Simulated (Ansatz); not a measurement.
**MgI2: a single-point run**

Aim: a sound single-point run of MgI2. The structure is shown as the input types it.

The COD entry's cell or inner coordinates are ideal or old and differ from later refinements, so a difference from it is no clean test against experiment.

Computed with Ansatz 0.2.0 (density functional or hybrid calculation with the settings of its input, plane waves (as first typed), unless a step's input says otherwise).

2 further runs of the same task are left out: 1 for a known fault of the program, 1 that didn't finish.

## 1. The system as given

Symmetry: P-3m1, No. 164, trigonal system. The conventional cell has a = 4.157 Å, b = 4.157 Å, c = 6.876 Å, α = 90.00°, β = 90.00°, γ = 120.00°. Around Mg (site symmetry -3m) lie 6 I at 2.92 Å. I (site symmetry 3m) is surrounded by 3 Mg at 2.92 Å.

As a file:

```xyz
3
Lattice="4.1566 0.0000 0.0000 -2.0783 3.5998 0.0000 0.0000 0.0000 6.8756" Properties=species:S:1:pos:R:3 pbc="T T T"
Mg    0.0000    0.0000    0.0000
I     0.0000    2.3998    1.6678
I     2.0783    1.1999    5.2078
```

## 2. Running it

input.yaml reads:

```yaml
crystal:
  lattice:
    - [4.1566377674, 0.0, 0.0]
    - [-2.0783188837, 3.5997539009, 0.0]
    - [0.0, 0.0, 6.8756118848]
  atoms:
    - { symbol: Mg, position: [0.0, 0.0, 0.0] }
    - { symbol: I, position: [0.3333333333, 0.6666666667, 0.2425739818] }
    - { symbol: I, position: [0.6666666667, 0.3333333333, 0.7574260182] }
kpoints:
  mp_grid: { grid: [6, 6, 4] }
hamiltonian:
  xc: r2scan
scf:
  occupations: { method: gaussian, width: 1.5 }
  n_extra_bands: 4
output:
  forces: true
  stress: true
  eigenvalues: true
```

On the command line:

```sh
ansatz run input.yaml --threads 4 --pin off --max-ram 3686MiB --backend cpu --events-out ev --progress --plain --runs-dir out
```

What happens when this is run?

The program finished normally. That alone doesn't make the input a sound one.

Look at the input: scf.occupations.method is gaussian; scf.occupations.width is 1.5. A smearing this wide moves electrons out of filled levels into empty ones.

Run again and compare: delete scf.occupations.width (the default then holds) and set scf.occupations.method to fixed.
